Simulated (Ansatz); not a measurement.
# PPb2: the cost of one run

Method: DFT PBE, scalar-relativistic, plane waves, PAW, in Ansatz 0.2.0.

## (1) The system as given

Symmetry: Fm-3m, No. 225, cubic system. Conventional cell: a = 6.761 Å, b = 6.761 Å, c = 6.761 Å, α = 90.00°, β = 90.00°, γ = 90.00°. P (site symmetry m-3m) has 8 Pb at 2.93 Å as nearest neighbours. Pb (site symmetry -43m) has 4 P at 2.93 Å as nearest neighbours.

Structure file:

```cif
data_structure
_symmetry_space_group_name_H-M 'Fm-3m'
_symmetry_Int_Tables_number 225
_cell_length_a 6.7611
_cell_length_b 6.7611
_cell_length_c 6.7611
_cell_angle_alpha 90.000
_cell_angle_beta 90.000
_cell_angle_gamma 90.000
_cell_volume 309.06
loop_
_atom_site_label
_atom_site_type_symbol
_atom_site_symmetry_multiplicity
_atom_site_Wyckoff_symbol
_atom_site_fract_x
_atom_site_fract_y
_atom_site_fract_z
_atom_site_occupancy
P1 P 4 a 0.00000 0.00000 0.00000 1
Pb1 Pb 8 c 0.25000 0.75000 0.75000 1
```

(A quick probe on a coarse mesh, which set the mesh and smearing, is not shown.)

## (3) A loose first relaxation

The input, input.yaml:

```yaml
crystal:
  lattice:
    - [0.0, 3.3805275785, 3.3805275785]
    - [3.3805275785, 0.0, 3.3805275785]
    - [3.3805275785, 3.3805275785, 0.0]
  atoms:
    - { symbol: P, position: [0.0, 0.0, 0.0] }
    - { symbol: Pb, position: [0.25, 0.25, 0.25] }
    - { symbol: Pb, position: [0.75, 0.75, 0.75] }
basis:
  ecutwfc: 420
kpoints:
  mp_grid: { grid: [4, 4, 4] }
hamiltonian:
  xc: pbe
scf:
  occupations: { method: gaussian, width: 0.1 }
  lower_state_search: "off"
output:
  forces: true
  stress: true
  eigenvalues: true
relax:
  adjacent_minimum: "off"
  f_tol: 0.04
  max_steps: 70
  cell: { stress_tol: 0.4 }
```

Started as:

```sh
$ ansatz run input.yaml --threads 1 --pin off --max-ram 2560MiB --backend cpu --events-out ev --progress --plain --runs-dir out
```

**Question.** How long does this run take on 1 thread of Intel Xeon 6975P-C (Granite Rapids), shared host, and how much memory does it need?

About 2.8 s, with a peak of 0.39 GiB.
